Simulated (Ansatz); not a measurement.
# CH₃AlFNS: how energies converge with the basis set

The task here is to estimate one member of a computed series from the others.

The runs use Ansatz 0.2.0, Gaussian basis; one geometry, several basis sets.

Plan: PBE0-D4/def2-SVP; ωB97M-V/def2-SVP; PBE0-D4/def2-QZVPP; ωB97M-V/def2-QZVPP; the functionals' def2-TZVPP values are taken from earlier runs.

### The geometry

All runs share one geometry, relaxed beforehand with PBE0-D4 in a triple-zeta def2 set.

8 atoms, charge 0, spin multiplicity 1.

Atoms are counted from 1 here; the program's logs count them from 0.

Bond lengths: N1–C2 1.274 Å, N1–H6 1.024 Å, C2–Al3 1.967 Å, C2–H7 1.100 Å, Al3–F4 1.647 Å, Al3–S5 2.156 Å, S5–H8 1.352 Å. Angles: C2–N1–H6 112.8°, N1–C2–Al3 112.3°, N1–C2–H7 121.5°, Al3–C2–H7 126.2°, C2–Al3–F4 121.1°, C2–Al3–S5 117.8°, F4–Al3–S5 121.1°, Al3–S5–H8 87.1°.

The first run:

Contents of in.yaml:

```yaml
crystal:
  periodic: [false, false, false]
  atoms:
    - {symbol: N, position_ang: [-0.200622, 1.259154, 0.727741]}
    - {symbol: C, position_ang: [0.692900, 0.352591, 0.665267]}
    - {symbol: Al, position_ang: [0.222593, -1.074240, -0.605168]}
    - {symbol: F, position_ang: [1.225567, -2.356526, -0.853317]}
    - {symbol: S, position_ang: [-1.650077, -0.903403, -1.660794]}
    - {symbol: H, position_ang: [0.036660, 2.005883, 1.386975]}
    - {symbol: H, position_ang: [1.608225, 0.405627, 1.273265]}
    - {symbol: H, position_ang: [-1.842947, 0.253814, -0.989672]}
basis:
  gaussian: {orbitals: def2-SVP}
hamiltonian: {xc: pbe0, dispersion: d4}
output: {orbitals: {seedname: orbitals}}
```

Command:

```
> ansatz run in.yaml --threads 2 --pin off --events-out ev --progress --plain --max-ram 4352MiB
```

Among the steps run: PBE0-D4 in def2-SVP; ωB97M-V in def2-SVP; PBE0-D4 in def2-QZVPP; ωB97M-V in def2-QZVPP.

One table of the session follows, with a row left open; its other results are not shown here.

It belongs to the step «Density functionals: the series». 

| functional | basis | HOMO (eV) | LUMO (eV) |
| --- | --- | --- | --- |
| PBE0-D4 | def2-SVP | -7.43 | -1.61 |
| PBE0-D4 | def2-TZVPP | -7.57 | -1.79 |
| PBE0-D4 | def2-QZVPP | ? | ? |
| ωB97M-V | def2-SVP | -9.67 | 0.52 |
| ωB97M-V | def2-TZVPP | -9.83 | 0.25 |
| ωB97M-V | def2-QZVPP | -9.86 | 0.13 |

**Question.** Estimate the row for PBE0-D4, def2-QZVPP.

**Answer.** HOMO (eV): -7.60; LUMO (eV): -1.84. In the column «HOMO (eV)» it lies between ωB97M-V, def2-SVP (-9.67) and PBE0-D4, def2-TZVPP (-7.57).
